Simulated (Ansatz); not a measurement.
# C₂H₃Cl + H radical: a complex and its separated parts

The complex below is one end of an elementary step. How strongly is it bound against its free parts?

The runs use Ansatz 0.2.0, Gaussian basis; PBE0-D4/def2-TZVP structures, single points in def2-TZVPP, no counterpoise correction.

Levels: SPW92, PBE-D4, BLYP-D4, r2SCAN-D4, B97M-V, PBE0-D4, B3LYP-D4, r2SCAN0-D4, BHLYP-D4, CAM-B3LYP-D4, wB97X-V, wB97M-V, B2PLYP, PBE-QIDH, Hartree-Fock, MP2, CCSD, CCSD(T).

Cores are frozen in the correlated methods. Orbitals are unrestricted. B3LYP uses VWN-RPA correlation. B2PLYP carries no dispersion term here.

56 further runs of the same task are left out: 56 set aside as unsound or not needed.

**1. Starting geometry**

The complex: 7 atoms, charge 0, spin multiplicity 2.

Atoms are counted from 1 here; the program's logs count them from 0.

Bond lengths: C1–C2 1.320 Å, C1–H5 1.082 Å, C1–H6 1.083 Å, C2–Cl3 1.721 Å, C2–H7 1.082 Å. Angles: C2–C1–H5 122.2°, C2–C1–H6 119.4°, H5–C1–H6 118.4°, C1–C2–Cl3 123.5°, C1–C2–H7 123.6°, Cl3–C2–H7 112.9°.

Geometry (Å):

```xyz
7
charge 0, multiplicity 2
C     0.0497   -0.7888    0.3765
C    -0.4185   -0.1737   -0.6932
Cl    0.5440    0.8276   -1.7093
H     0.8037    2.4834    1.3932
H     1.0838   -0.7020    0.6848
H    -0.6156   -1.4030    0.9709
H    -1.4472   -0.2435   -1.0230
```

Its parts: C₂H₃Cl holds atoms 1, 2, 3, 5, 6, 7; H radical holds atoms 4. Each part counts its atoms afresh in its own runs.

**2. Relaxing C₂H₃Cl alone**

The input, relax-a/in.yaml:

```yaml
crystal:
  periodic: [false, false, false]
  atoms:
    - {symbol: C, position_ang: [0.049732, -0.788770, 0.376520]}
    - {symbol: C, position_ang: [-0.418508, -0.173733, -0.693163]}
    - {symbol: Cl, position_ang: [0.544005, 0.827650, -1.709322]}
    - {symbol: H, position_ang: [1.083755, -0.701963, 0.684775]}
    - {symbol: H, position_ang: [-0.615554, -1.402964, 0.970916]}
    - {symbol: H, position_ang: [-1.447162, -0.243539, -1.022973]}
basis:
  gaussian: {orbitals: def2-TZVP}
hamiltonian: {xc: pbe0, dispersion: d4}
relax: {f_tol: 0.005, max_steps: 200}
```

The run is started by

```bash
ansatz run in.yaml --threads 2 --pin off --events-out ev --progress --plain --max-ram 4352MiB
```

Further steps of the session: SPW92/def2-TZVPP; PBE-D4/def2-TZVPP; BLYP-D4/def2-TZVPP; r2SCAN-D4/def2-TZVPP; B97M-V/def2-TZVPP; PBE0-D4/def2-TZVPP; B3LYP-D4/def2-TZVPP; r2SCAN0-D4/def2-TZVPP; BHLYP-D4/def2-TZVPP; CAM-B3LYP-D4/def2-TZVPP; wB97X-V/def2-TZVPP; wB97M-V/def2-TZVPP; B2PLYP/def2-TZVPP; PBE-QIDH/def2-TZVPP; RPA on PBE/def2-TZVPP; CCSD(T)/def2-TZVPP; MP2/def2-QZVPP; Vibrations of C₂H₃Cl.

What does the calculation give? Wanted: complex less parts, CCSD(T)/def2-TZVPP; with zero-point energy; largest T1 diagnostic.

**Answer**, as computed:

```
                              quantity         value
complex less parts, CCSD(T)/def2-TZVPP  -0.59 kJ/mol
                with zero-point energy  +0.52 kJ/mol
                 largest T1 diagnostic         0.012
```

At CCSD(T) the complex lies 0.59 kJ/mol below its parts. B97M-V is the best functional here (+0.19 kJ/mol from CCSD(T)); SPW92 is the worst (-3.62 kJ/mol). Mean unsigned error by rung: LDA 3.62, GGA 1.25, meta-GGA 1.01, hybrid 1.38, range-separated hybrid 1.00, double hybrid 0.37 kJ/mol. PBE-D4 gives a relative energy 1.29 kJ/mol too low, an error of 218 % of the reference. No counterpoise was applied, and triple zeta lacks some correlation, so the CCSD(T) reference has a basis error of its own, and close matches with it are partly luck.
